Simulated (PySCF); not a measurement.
**O: excitation energy in aug-cc-pCVTZ-DK plus 1 even-tempered diffuse shell per l**

Each state of oxygen is computed at each level; their differences give the excitation energy. How far do the methods differ?

Method: unrestricted determinants in a Gaussian basis, no spin-orbit coupling in the energies. Code: PySCF 2.14.0.

## 1. Starting point

```
Element                                   : oxygen (Z = 8)
Basis                                     : aug-cc-pCVTZ-DK with one added diffuse shell each of s, p, d, f type (8s7p5d3f, 75 functions)
Hamiltonian                               : the spin-free X2C one-electron Hamiltonian (Gaussian nucleus)
State 1                                   : O: [He] 2s1 2p5, high-spin 3P determinant (an excited configuration)
State 2                                   : O: [He] 2s1 2p5, 2s spin antiparallel (an excited configuration)
Needed too, but not shown                 : O [He] 2s2 2p4 (3P)
Methods                                   : CCSD(T)
Core shells frozen in the correlated runs : valence and next inner shell: nothing (for O)
```

Outer shells as boxes (Hund's rule):

O [He] 2s1 2p5
```
[He] core
2s [↑ ]
2p [↑↓][↑↓][↑ ]
```

The runs were made by one driver on top of PySCF. The scripts below sum up each run's settings (the driver also hands on starting orbitals that pick excited configurations, and frozen orbitals as a list rather than a count), and the logs come from the driver's own runs. The driver starts from symmetry-adapted Hartree-Fock orbitals, holds the occupation by maximum overlap and uses a logarithmic radial grid for functionals, so a plain start would take other cycles.

The integrals over 75 functions and the set-up took 0.38 s of CPU time.

## 2. O [He] 2s1 2p5, at CCSD(T) (valence and next inner shell)

Level: CCSD(T) (valence and next inner shell).

Contents of input.py:

```python
from pyscf import gto, scf, dft, mp, cc
import basis_set_exchange as bse
mol = gto.M(atom="O 0 0 0", charge=0, spin=2, symmetry="D2h",
            basis=gto.basis.parse(bse.get_basis("aug-cc-pCVTZ-DK", elements=["O"], fmt="nwchem", augment_diffuse=1)),
            nucmod="G")
mf = scf.UHF(mol).sfx2c1e()
mf.irrep_nelec = {'Ag': (2, 1), 'B1u': (1, 1), 'B2u': (1, 1), 'B3u': (1, 0)}
mf.kernel()
mycc = cc.CCSD(mf, frozen=0).run()
mycc.ccsd_t()
```

## 3. O [He] 2s1 2p5, s spin flipped: CCSD(T) (valence and next inner shell)

Level: CCSD(T) (valence and next inner shell).

Contents of input.py:

```python
from pyscf import gto, scf, dft, mp, cc
import basis_set_exchange as bse
mol = gto.M(atom="O 0 0 0", charge=0, spin=0, symmetry="D2h",
            basis=gto.basis.parse(bse.get_basis("aug-cc-pCVTZ-DK", elements=["O"], fmt="nwchem", augment_diffuse=1)),
            nucmod="G")
mf = scf.UHF(mol).sfx2c1e()
mf.irrep_nelec = {'Ag': (1, 2), 'B1u': (1, 1), 'B2u': (1, 1), 'B3u': (1, 0)}
mf.kernel()
mycc = cc.CCSD(mf, frozen=0).run()
mycc.ccsd_t()
```

**Question.** What will these runs give?

**Answer**, as computed:

| quantity | value |
| --- | --- |
| excitation energy, O → [He] 2s1 2p5 | UHF 16.921, CCSD(T) (valence and next inner shell) 15.211 eV |

Accuracy by level (over 1 difference):

```
                                method  mean absolute miss against CCSD(T) (valence and next inner shell) (eV)
                                   UHF                                                                   1.710
    MP2 (valence and next inner shell)                                                                   0.817
SCS-MP2 (valence and next inner shell)                                                                   0.773
   CCSD (valence and next inner shell)                                                                   0.406
CCSD(T) (valence and next inner shell)                                                                   0.000
```

What this shows: The methods span 1.710 eV, from CCSD(T) (valence and next inner shell) (15.211) to UHF (16.921). No reference value is at hand in this session. All values hold for this basis alone; no basis-set limit was taken.
